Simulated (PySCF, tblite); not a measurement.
**C₄H₁₀B₂Si: geometry, infrared bands and NMR shifts**

What infrared bands and NMR shifts should C₄H₁₀B₂Si (`B[SiH2]BCC#CC`) show?

Programs: tblite 0.8.0 and PySCF 2.14.0, with density-fitted response routines of our own. Each step states its level of theory. These are calculated values for one molecule in the gas phase, unless marked as measured. Atoms are numbered from 0 throughout.

## (1) Starting geometry

17 atoms, charge 0, multiplicity 1; geometry from: force field or distance geometry start.

Bonds of the start (Å): B0–Si1 1.96, Si1–B2 1.94, B2–C3 1.58, C3–C4 1.47, C4–C5 1.21, C5–C6 1.46, B0–H7 1.18, B0–H8 1.18, Si1–H9 1.47, Si1–H10 1.46, B2–H11 1.18, C3–H12 1.12, C3–H13 1.11, C6–H14 1.11, C6–H15 1.13, C6–H16 1.11.

## (2) Optimising the geometry with GFN2-xTB

What the job is given:

```
{"job": {"kind": "relax", "xc": "GFN2-xTB", "basis": "xTB"}, "charge": 0, "multiplicity": 1}
B      3.011000     0.458200     0.595500
Si     1.761900     0.910100    -0.840200
B      0.851700    -0.708300    -1.404200
C     -0.014200    -1.559600    -0.389700
C     -1.144200    -0.782800     0.128000
C     -2.075700    -0.132500     0.532500
C     -3.193600     0.661500     1.033800
H      2.604600    -0.018800     1.599000
H      4.163000     0.659700     0.462200
H      0.778200     1.879200    -0.333300
H      2.504600     1.478300    -1.964700
H      0.957000    -1.072400    -2.523200
H      0.623400    -1.875500     0.479200
H     -0.395000    -2.473200    -0.896200
H     -4.078000     0.518600     0.381100
H     -3.446800     0.333900     2.080500
H     -2.915000     1.735700     1.049600
```

On the command line:

```bash
$ OMP_NUM_THREADS=1 python probes_run.py task.json out
```

This one command runs all jobs of the session in turn.

**Question.** This job is followed by: GFN2-xTB harmonic vibrations, gas phase; GIAO PBE0/pcSseg-1 NMR shielding, non-relativistic, gas phase. What will the session give for the following? strongest single infrared mode (GFN2-xTB); zero-point energy (GFN2-xTB); 13C shifts against TMS (PBE0/pcSseg-1); 1H shifts against TMS (PBE0/pcSseg-1, means over atoms taken as alike); 11B shifts against BF3·OEt2 (PBE0/pcSseg-1); 29Si shifts against TMS (PBE0/pcSseg-1); surface potential, 1st and 99th percentile.

As calculated:

| quantity | value |
| --- | --- |
| strongest single infrared mode (GFN2-xTB) | 2095 cm⁻¹, 477 km/mol |
| zero-point energy (GFN2-xTB) | 75.6 kcal/mol |
| 13C shifts against TMS (PBE0/pcSseg-1) | 85.8, 82.8, 30.9, 4.9 ppm |
| 1H shifts against TMS (PBE0/pcSseg-1, means over atoms taken as alike) | 10.94, 10.13, 4.24, 2.81, 2.18 ppm |
| 11B shifts against BF3·OEt2 (PBE0/pcSseg-1) | 118.6, 117.0 ppm |
| 29Si shifts against TMS (PBE0/pcSseg-1) | -86.9 ppm |
| surface potential, 1st and 99th percentile | -0.86 V and 1.63 V |

In words: The optimisation took 183 steps and gained 0.243 eV; among the close pairs (by a distance rule), C6–H15 changed most, from 1.126 to 1.090 Å. No mode is imaginary among the 45: a minimum at this level. The strongest single mode, at 2095 cm⁻¹, moves mainly H10. GFN2-xTB is a fitted tight-binding method: band positions and strengths are rough. Its intensities can rank the bands wrongly. At PBE0/pcSseg-1: The largest span, 304 ppm, is at B0, where the paramagnetic term is -216 ppm. At PBE0/pcSseg-1, counted by nearest atom on the grid, the HOMO lies on C4, C5 about 36 % each, the LUMO on B0 34 %; B2 26 %.
